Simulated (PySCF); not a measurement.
# C₃H₃F₃S: a tour of settings

Which settings matter for C₃H₃F₃S (`CC(=S)C(F)(F)F`), and how do bad ones show?

Computed with PySCF 2.14.0, with density-fitted response routines of our own, on a single molecule in the gas phase. Atoms count from 0, in the outputs and in this text.

## 1. The starting structure

10 atoms, charge 0, multiplicity 1; geometry from: GFN2-xTB.

Bonds of the start (Å): C0–C1 1.48, C1–S2 1.61, C1–C3 1.52, C3–F4 1.35, C3–F5 1.33, C3–F6 1.35, C0–H7 1.09, C0–H8 1.09, C0–H9 1.09.

## 2. NMR shieldings: PBE0/pcSseg-1

What the job is given:

```
{"job": {"kind": "nmr", "xc": "PBE0", "basis": "pcSseg-1"}, "charge": 0, "multiplicity": 1}
C      0.926540     0.122420    -0.911426
C      0.381533     0.248687     0.460728
S      1.173302     0.837731     1.736636
C     -1.049760    -0.238044     0.603980
F     -1.157893    -1.534510     0.257264
F     -1.541280    -0.122389     1.833803
F     -1.876503     0.437314    -0.216385
H      1.947599     0.490205    -0.946531
H      0.898902    -0.922100    -1.228564
H      0.306442     0.685342    -1.612031
```

Method: GIAO PBE0/pcSseg-1 NMR shielding, non-relativistic, gas phase.

Command:

```
OMP_NUM_THREADS=1 python probes_run.py task.json out
```

The driver reads the jobs from task.json and runs them one after another.

What it wrote:

```text
coarse grid: 10000 points
cycle   1  E = -813.0045383299  dE =  1.109e+00  |g| = 9.215e-01  |ddm| = 2.975e+00
cycle   2  E = -812.7215906757  dE =  2.829e-01  |g| = 1.573e+00  |ddm| = 1.601e+00
cycle   3  E = -813.1484109549  dE = -4.268e-01  |g| = 2.077e-01  |ddm| = 1.233e+00
cycle   4  E = -813.1576956571  dE = -9.285e-03  |g| = 8.995e-02  |ddm| = 2.966e-01
cycle   5  E = -813.1598684025  dE = -2.173e-03  |g| = 1.360e-02  |ddm| = 1.141e-01
cycle   6  E = -813.1599071586  dE = -3.876e-05  |g| = 2.790e-03  |ddm| = 1.390e-02
cycle   7  E = -813.1599086592  dE = -1.501e-06  |g| = 7.126e-04  |ddm| = 2.968e-03
final grid: 96304 points
cycle   8  E = -813.2217530824  dE = -2.785e-05  |g| = 1.020e-02  |ddm| = 2.273e-02
cycle   9  E = -813.2216783185  dE =  7.476e-05  |g| = 1.982e-02  |ddm| = 2.777e-02
cycle  10  E = -813.2217771411  dE = -9.882e-05  |g| = 2.126e-03  |ddm| = 2.107e-02
cycle  11  E = -813.2217782252  dE = -1.084e-06  |g| = 2.669e-04  |ddm| = 2.057e-03
cycle  12  E = -813.2217782337  dE = -8.565e-09  |g| = 1.255e-04  |ddm| = 2.090e-04
cycle  13  E = -813.2217782360  dE = -2.306e-09  |g| = 3.328e-05  |ddm| = 9.098e-05
cycle  14  E = -813.2217782363  dE = -2.597e-10  |g| = 4.784e-06  |ddm| = 4.226e-05
converged SCF energy = -813.2217782363

GIAO shielding tensors (ppm)
atom      isotropic    diamagn.    paramagn.     s11        s22        s33       span
  0 C      147.131     247.227    -100.096    116.866    139.564    184.963     68.097
  1 C      -65.845     262.312    -328.158   -244.997    -78.457    125.918    370.915
  2 S     -672.672    1055.823   -1728.495  -2296.133   -421.452    699.570   2995.703
  3 C       62.258     240.793    -178.535     45.660     49.429     91.685     46.025
  4 F      253.386     474.193    -220.807    171.017    239.874    349.268    178.252
  5 F      259.656     470.200    -210.545    195.976    259.462    323.529    127.553
  6 F      253.636     474.195    -220.558    171.247    240.133    349.529    178.282
  7 H       28.368      28.955      -0.586     24.656     28.096     32.353      7.697
  8 H       28.298      28.470      -0.172     24.363     28.500     32.030      7.666
  9 H       28.289      28.480      -0.191     24.341     28.530     31.995      7.654
```

It took 24 s on 1 thread of Arm Neoverse N1, shared host; peak memory 0.69 GiB.

Shifts follow as δ = σ(reference) − σ, with reference shieldings (ppm) from runs at the same level and on the same kind of geometry: 1H TMS 31.72, 13C TMS 186.9, 19F CFCl3 170.9, 33S CS2 504. The references are single molecules in the gas phase, so shifts against H2O, NH3, PH3, H3PO4 or CFCl3 are not on the usual liquid scales and can be off by tens of ppm. Atoms listed in one row are averaged.

| atoms | environment | σ (ppm) | δ (ppm) | δ scaled to CDCl3 |
| --- | --- | --- | --- | --- |
| C1 | thiocarbonyl carbon | -65.8 | 252.8 | 240.4 |
| C3 | CF3 carbon | 62.3 | 124.7 | 119.8 |
| C0 | methyl carbon | 147.1 | 39.8 | 36.9 |
| H7, H8, H9 | hydrogen on a methyl carbon | 28.32 | 3.40 | 3.31 |
| S2 | thione sulfur | -673 | 1176 | – |
| F4, F5, F6 | fluorine of a CF3 group | 255.6 | -84.6 | – |

The scaled column applies a straight-line fit of computed shieldings to shifts measured in CDCl3, with any fitted terms for Cl, Br or S neighbours, and one for carbons that bear F (root-mean-square error 0.16 ppm for H, 1.9 ppm for C).

Charges from the same density, by scheme (e):

| atoms | Mulliken | IAO | Hirshfeld | ESP fit |
| --- | --- | --- | --- | --- |
| C0 | -0.16 | -0.44 | -0.12 | -0.30 |
| C1 | -0.49 | -0.09 | 0.02 | 0.03 |
| S2 | 0.07 | 0.03 | -0.05 | -0.10 |
| C3 | 0.89 | 0.79 | 0.25 | 0.63 |
| F4, F5, F6 | -0.26 | -0.27 | -0.09 | -0.21 |

Mayer bond orders: C0–C1 1.00, C1–S2 1.98, C1–C3 0.89, C3–F4 0.99, C3–F5 1.05, C3–F6 0.99.

## 3. Ultraviolet spectrum: PBE0/def2-SVPD

Settings changed since step 2:

```diff
@@ -1,2 +1,2 @@
-{"job": {"kind": "nmr", "xc": "PBE0", "basis": "pcSseg-1"}, "charge": 0, "multiplicity": 1}
+{"job": {"kind": "uv", "xc": "PBE0", "basis": "def2-SVPD", "nstates": 6, "ntriplets": 2}, "charge": 0, "multiplicity": 1}
 C      0.926540     0.122420    -0.911426
```

Level: TDDFT PBE0/def2-SVPD, vertical, gas phase, core orbitals frozen in the response.

What it wrote:

```text
coarse grid: 10000 points
cycle   1  E = -812.6310526870  dE =  1.061e+00  |g| = 8.692e-01  |ddm| = 4.645e+00
cycle   2  E = -812.3696588596  dE =  2.614e-01  |g| = 1.474e+00  |ddm| = 2.368e+00
cycle   3  E = -812.7653820074  dE = -3.957e-01  |g| = 1.999e-01  |ddm| = 1.758e+00
cycle   4  E = -812.7748119606  dE = -9.430e-03  |g| = 7.872e-02  |ddm| = 3.679e-01
cycle   5  E = -812.7765026380  dE = -1.691e-03  |g| = 1.395e-02  |ddm| = 1.319e-01
cycle   6  E = -812.7765452545  dE = -4.262e-05  |g| = 2.597e-03  |ddm| = 2.422e-02
cycle   7  E = -812.7765466724  dE = -1.418e-06  |g| = 7.305e-04  |ddm| = 6.511e-03
final grid: 96304 points
cycle   8  E = -812.8662300928  dE = -1.855e-05  |g| = 1.043e-02  |ddm| = 7.988e-02
cycle   9  E = -812.8661487723  dE =  8.132e-05  |g| = 2.031e-02  |ddm| = 3.768e-02
cycle  10  E = -812.8662561620  dE = -1.074e-04  |g| = 2.173e-03  |ddm| = 2.783e-02
cycle  11  E = -812.8662573215  dE = -1.160e-06  |g| = 2.399e-04  |ddm| = 3.252e-03
cycle  12  E = -812.8662573292  dE = -7.690e-09  |g| = 1.166e-04  |ddm| = 3.642e-04
cycle  13  E = -812.8662573316  dE = -2.391e-09  |g| = 2.685e-05  |ddm| = 1.771e-04
cycle  14  E = -812.8662573318  dE = -1.705e-10  |g| = 5.985e-06  |ddm| = 4.493e-05
converged SCF energy = -812.8662573318

Static polarisability (au): isotropic 59.788, principal 46.508 57.569 75.286

Singlet excitations
state   eV       nm        f      main configurations
  1   2.3339    531.2   0.00001   H->L 1.00
  2   5.9420    208.7   0.24776   H-1->L 0.93
  3   6.2364    198.8   0.00011   H-2->L 0.99
  4   6.6285    187.0   0.06936   H->L+1 0.94
  5   7.0575    175.7   0.00958   H->L+2 0.95
  6   7.1567    173.2   0.00160   H-3->L 0.97

Triplet excitations (Tamm-Dancoff, eV): 1.7810 3.1525
```

Wall time 32 s (1 thread of Arm Neoverse N1, shared host); peak memory 0.74 GiB.

The orbitals next to the gap, with their largest atomic shares:

| orbital | eV | atoms |
| --- | --- | --- |
| HOMO−3 | -11.97 | F5 27 %, C1 22 %, S2 21 % |
| HOMO−2 | -10.98 | S2 28 %, C1 16 %, C0 15 % |
| HOMO−1 | -9.33 | S2 47 %, C1 32 %, C0 9 % |
| HOMO | -7.27 | S2 75 %, C1 12 %, C0 4 % |
| LUMO | -3.10 | S2 44 %, C1 38 %, C0 5 % |
| LUMO+1 | 0.46 | S2 28 %, C0 22 %, H8 8 % |
| LUMO+2 | 1.14 | S2 83 %, C1 6 % |

With each of the 6 states as a Gaussian band of 0.4 eV half-width at 1/e, the curve within the window shown has maxima at 208 nm (ε 10,000) L/(mol cm). Beyond the last state computed it falls off for lack of states. The curve at chosen wavelengths:

```
 nm  ε (L/mol/cm)
166           219
188          3638
210         10003
232          1025
254             8
276             0
298             0
319             0
341             0
363             0
385             0
407             0
429             0
451             0
473             0
495             0
517             0
539             0
561             0
582             0
604             0
626             0
648             0
670             0
692             0
714             0
```

Further results of this job:

| property | computed |
| --- | --- |
| dipole moment (D) | 2.34 |
| polarisability (Å³) | 8.86 |
| HOMO–LUMO gap (eV) | 4.16 |
| −ε(HOMO) (eV) | 7.27 |

## 4. NMR shieldings: PBE/6-311+G(2d,p)

Settings changed since step 3:

```diff
@@ -1,2 +1,2 @@
-{"job": {"kind": "uv", "xc": "PBE0", "basis": "def2-SVPD", "nstates": 6, "ntriplets": 2}, "charge": 0, "multiplicity": 1}
+{"job": {"kind": "nmr", "xc": "PBE", "basis": "6-311+G(2d,p)", "pop": false, "scf": {"max_cycle": 76}}, "charge": 2, "multiplicity": 5}
 C      0.926540     0.122420    -0.911426
```

Method: PBE/6-311+G(2d,p).

What it wrote:

```text
NotImplementedError: this response code serves closed shells only; the SCF ended at -812.25778377 Eh with <S^2> = 6.0068
```

Wall time 2.2 min (1 thread of Arm Neoverse N1, shared host); peak memory 0.52 GiB.

Diagnosis: The input makes an open shell, and this response code serves closed shells alone. Cure: restore the closed-shell charge and spin, or use an unrestricted response code.

## 5. NMR shieldings: PBE0/pcSseg-1

Settings changed since step 4:

```diff
@@ -1,2 +1,2 @@
-{"job": {"kind": "nmr", "xc": "PBE", "basis": "6-311+G(2d,p)", "pop": false, "scf": {"max_cycle": 76}}, "charge": 2, "multiplicity": 5}
+{"job": {"kind": "nmr", "xc": "PBE0", "basis": "pcSseg-1", "pop": true, "grid": 1}, "charge": 0, "multiplicity": 1}
 C      0.926540     0.122420    -0.911426
```

With the program's defaults for keys left out, this is: GIAO PBE0/pcSseg-1 NMR shielding, non-relativistic, gas phase.

What it wrote:

```text
final grid: 45176 points
cycle   1  E = -813.0648560388  dE =  1.114e+00  |g| = 9.253e-01  |ddm| = 2.974e+00
cycle   2  E = -812.7751266383  dE =  2.897e-01  |g| = 1.585e+00  |ddm| = 1.626e+00
cycle   3  E = -813.2102460712  dE = -4.351e-01  |g| = 2.076e-01  |ddm| = 1.255e+00
cycle   4  E = -813.2195311093  dE = -9.285e-03  |g| = 8.998e-02  |ddm| = 2.975e-01
cycle   5  E = -813.2217083415  dE = -2.177e-03  |g| = 1.363e-02  |ddm| = 1.147e-01
cycle   6  E = -813.2217472112  dE = -3.887e-05  |g| = 2.756e-03  |ddm| = 1.401e-02
cycle   7  E = -813.2217486722  dE = -1.461e-06  |g| = 7.228e-04  |ddm| = 2.981e-03
cycle   8  E = -813.2217487775  dE = -1.053e-07  |g| = 2.639e-04  |ddm| = 9.992e-04
cycle   9  E = -813.2217487876  dE = -1.012e-08  |g| = 1.027e-04  |ddm| = 3.140e-04
cycle  10  E = -813.2217487895  dE = -1.896e-09  |g| = 1.659e-05  |ddm| = 1.089e-04
cycle  11  E = -813.2217487896  dE = -5.866e-11  |g| = 8.196e-06  |ddm| = 2.707e-05
converged SCF energy = -813.2217487896

GIAO shielding tensors (ppm)
atom      isotropic    diamagn.    paramagn.     s11        s22        s33       span
  0 C      147.136     247.235    -100.099    116.870    139.564    184.973     68.102
  1 C      -65.851     262.309    -328.160   -245.008    -78.454    125.909    370.917
  2 S     -672.565    1055.823   -1728.388  -2295.874   -421.399    699.579   2995.454
  3 C       62.253     240.791    -178.537     45.656     49.423     91.680     46.024
  4 F      253.393     474.194    -220.801    171.029    239.875    349.273    178.244
  5 F      259.657     470.199    -210.543    195.980    259.468    323.522    127.542
  6 F      253.651     474.194    -220.543    171.261    240.155    349.538    178.277
  7 H       28.368      28.955      -0.587     24.655     28.096     32.353      7.698
  8 H       28.297      28.471      -0.174     24.363     28.500     32.029      7.666
  9 H       28.289      28.482      -0.193     24.341     28.530     31.995      7.655
```

Run time: 18 s. Hardware: 1 thread of Arm Neoverse N1, shared host; peak memory 0.77 GiB.

In short: δ C1 252.8, C3 124.7, C0 39.8, S2 1176, H7 3.40 ppm (means over like atoms).

## 6. J couplings: wB97X-D/Sadlej pVTZ

Settings changed since step 5:

```diff
@@ -1,2 +1,2 @@
-{"job": {"kind": "nmr", "xc": "PBE0", "basis": "pcSseg-1", "pop": true, "grid": 1}, "charge": 0, "multiplicity": 1}
+{"job": {"kind": "j", "xc": "wB97X-D", "basis": "Sadlej pVTZ", "scf": {"conv": 0.01, "max_cycle": 51}}, "charge": 0, "multiplicity": 1}
 C      0.926540     0.122420    -0.911426
```

Level: wB97X-D/Sadlej pVTZ indirect spin-spin coupling, non-relativistic, gas phase.

What it wrote:

```text
final grid: 96304 points
cycle   1  E = -813.6043689576  dE =  1.286e+00  |g| = 1.051e+00  |ddm| = 9.825e+00
cycle   2  E = -813.4451839968  dE =  1.592e-01  |g| = 1.464e+00  |ddm| = 4.102e+00
cycle   3  E = -813.8336844799  dE = -3.885e-01  |g| = 9.408e-02  |ddm| = 3.014e+00
cycle   4  E = -813.8350835189  dE = -1.399e-03  |g| = 6.315e-02  |ddm| = 2.949e-01
converged SCF energy = -813.8350835189

Indirect spin-spin couplings (Hz)
  i      j    bonds     total        FC       PSO       DSO        SD
  0 C    1 C    1     34.668    37.017    -2.638     0.288         -
  0 C    2 S    2     -1.277     0.800    -2.067    -0.010         -
  0 C    3 C    2      5.874     5.826    -0.051     0.099         -
  0 C    4 F    3     -1.714    -1.273    -0.427     0.082    -0.097
  0 C    5 F    3     -0.486    -1.901     1.106    -0.337     0.647
  0 C    6 F    3     -1.705    -1.255    -0.438     0.084    -0.096
  0 C    7 H    1    120.515   119.186     0.535     0.795         -
  0 C    8 H    1    108.571   106.976     0.744     0.851         -
  0 C    9 H    1    108.598   107.005     0.742     0.851         -
  1 C    2 S    1    -41.093   -22.383   -18.761     0.051         -
  1 C    3 C    1     65.672    66.437    -1.244     0.479         -
  1 C    4 F    2     32.216    32.127    -1.344     0.229     1.205
  1 C    5 F    2     35.734    35.765    -0.909     0.172     0.705
  1 C    6 F    2     32.421    32.290    -1.316     0.228     1.218
  1 C    7 H    2     -5.814    -5.258    -0.638     0.082         -
  1 C    8 H    2     -8.949    -8.907    -0.177     0.135         -
  1 C    9 H    2     -8.972    -8.924    -0.182     0.134         -
  2 S    3 C    2      1.390     0.392     0.982     0.016         -
  2 S    4 F    3     -2.328     0.604     1.661    -0.069    -4.524
  2 S    5 F    3      2.858     4.778    -3.117     0.027     1.169
  2 S    6 F    3     -2.219     0.558     1.743    -0.069    -4.450
  2 S    7 H    3      0.258     1.162    -0.916     0.011         -
  2 S    8 H    3      2.751     3.333    -0.488    -0.094         -
  2 S    9 H    3      2.732     3.320    -0.494    -0.094         -
  3 C    4 F    1   -317.636  -297.452   -28.858     1.525     7.148
  3 C    5 F    1   -314.105  -283.306   -37.438     1.542     5.097
  3 C    6 F    1   -318.082  -297.849   -28.886     1.525     7.127
  3 C    7 H    3      7.801     7.832     0.196    -0.226         -
  3 C    8 H    3      2.702     2.586    -0.172     0.289         -
  3 C    9 H    3      2.698     2.581    -0.174     0.291         -
  4 F    5 F    2     86.517    82.387   -36.822    -0.131    41.083
  4 F    6 F    2    142.999    94.010    -1.090    -0.107    50.186
  4 F    7 H    4     -0.427     0.063     0.758    -1.146    -0.101
  4 F    8 H    4      1.327     1.789    -1.701     1.392    -0.153
  4 F    9 H    4     -3.201    -3.132     0.349    -0.283    -0.136
  5 F    6 F    2     85.635    81.560   -36.909    -0.133    41.117
  5 F    7 H    4      3.073     3.722     0.706    -1.466     0.111
  5 F    8 H    4     -0.835    -0.008     0.507    -1.304    -0.030
  5 F    9 H    4     -0.843    -0.014     0.504    -1.302    -0.031
  6 F    7 H    4     -0.375     0.115     0.753    -1.142    -0.101
  6 F    8 H    4     -3.174    -3.099     0.347    -0.286    -0.136
  6 F    9 H    4      1.478     1.950    -1.722     1.406    -0.156
  7 H    8 H    2    -11.743   -11.371     1.947    -2.318         -
  7 H    9 H    2    -11.671   -11.299     1.946    -2.318         -
  8 H    9 H    2    -20.666   -20.442     1.687    -1.912         -
```

Wall time 66 s (1 thread of Arm Neoverse N1, shared host); peak memory 0.89 GiB.

A normal end doesn't make this result sound: the state lies near a triplet instability (lowest triplet Hessian root 0.049 Eh), which can inflate the couplings, so they are set aside; the SCF threshold of 0.01 Eh is far too loose. Its HOMO lies at -8.94 eV, against -7.23 eV in step 2 (PBE0/pcSseg-1), a different level, so the two don't compare directly.

## 7. Outcome

| quantity | value |
| --- | --- |
| 13C shifts against TMS (PBE0/pcSseg-1) | 252.8, 124.7, 39.8 ppm |
| 1H shifts against TMS (PBE0/pcSseg-1, means over atoms taken as alike) | 3.40 ppm |
| 33S shifts against CS2 (PBE0/pcSseg-1) | 1176 ppm |
| 19F shifts against CFCl3 (PBE0/pcSseg-1, means over atoms taken as alike) | -84.6 ppm |
| lowest singlet (PBE0/def2-SVPD) | 2.33 eV (531 nm), f = 0.000 |
| brightest single state of those computed | state 2, 5.94 eV, f = 0.248 |
| lowest triplet | 1.78 eV |
| property runs in this session | 5, of which 1 failed and 1 gave unsound results |

Single values in the summary come from the first run of each kind that ended normally (PBE0/pcSseg-1; PBE0/def2-SVPD), which need not be the best level. C1 (thiocarbonyl carbon) lies farthest downfield among carbon, at 252.8 ppm; the small n→π* gap of C=S deshields it strongly. At PBE0/pcSseg-1: Shielding is most anisotropic at S2 (span 2996 ppm, paramagnetic term -1728 ppm). The first singlet state (HOMO→LUMO 1.00) lies at 2.33 eV and is dark; of the 6 states computed, the strongest absorption comes from state 2 at 5.94 eV. The lowest triplet lies 0.55 eV below the lowest singlet (triplets in Tamm-Dancoff, singlets in full TDDFT).
